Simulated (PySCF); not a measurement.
# BeSn−: bond curves at several levels of theory

The task here is to estimate one member of a computed series from the others.

Computed with PySCF 2.14.0. Level: Be aug-cc-pVDZ, Sn aug-cc-pVDZ-PP with ECP28, scalar-relativistic core potentials.

2 further runs of the same task are left out: 2 set aside as unsound or not needed.

Set-up of the first run:

Settings of the job:

```
atoms                         : Be, Sn
charge                        : -1
basis                         : Be aug-cc-pVDZ, Sn aug-cc-pVDZ-PP with ECP28
Hamiltonian                   : scalar-relativistic core potentials
basis functions               : 55
electrons treated             : 27
masses in u                   : 9.0122, 119.9022
levels                        : PBE0, PBE, r²SCAN, MN15, TPSSh, BHandHLYP, HSE06, HF, MP2, SCS-MP2
grid                          : 80 radial by 434 angular points
occupations                   : held fixed by the projection of orbital angular momentum
dissociation limit            : Be + Sn−, each in its ground configuration
starting distance in angstrom : 2.410
values of 2S to try           : 1, 3
```

On the command line:

```
$ OMP_NUM_THREADS=1 python dia.py task.json out
```

Steps of the session up to this table: The job; PBE0 along the bond; Other states along the same grid; PBE (GGA); r²SCAN (meta-GGA); MN15 (hybrid meta-GGA); TPSSh; BHandHLYP (global hybrid GGA); HSE06 (range-separated hybrid); UHF (mean field).

One of the session's tables, all rows but one given; the rest of the session is left out.

Energy (eV) from each level's lowest point:

```
R (Å)    UHF  UHF-MP2  UHF-SCS-MP2    PBE  r²SCAN
2.100  0.529    0.497        0.550  0.470   0.456
2.198  0.246    0.221        0.261  0.210   0.197
2.296  0.088    0.070        0.095  0.067   0.058
2.369  0.028    0.016        0.029  0.016   0.011
2.442  0.002    0.000        0.001  0.000   0.000
2.515      ?        ?            ?      ?       ?
2.613  0.020    0.057        0.030  0.055   0.068
2.735  0.065    0.140        0.099  0.139   0.161
2.882  0.129    0.253        0.199  0.262   0.294
3.077  0.216    0.398        0.334  0.431   0.474
```

Estimate the missing values for R (Å) = 2.515.

Worked estimate for «UHF». A straight line through the neighbours (2.442, 0.002) and (2.613, 0.020) gives 0.002 + (0.020 − 0.002) × (2.515 − 2.442) / (2.613 − 2.442) = 0.010; a parabola fitted to 4 rows on both sides gives 0.002.

The run gave: UHF: 0.000; UHF-MP2: 0.012; UHF-SCS-MP2: 0.000; PBE: 0.011; r²SCAN: 0.016. In «UHF» the line misses by +0.010 and the parabola by +0.002.
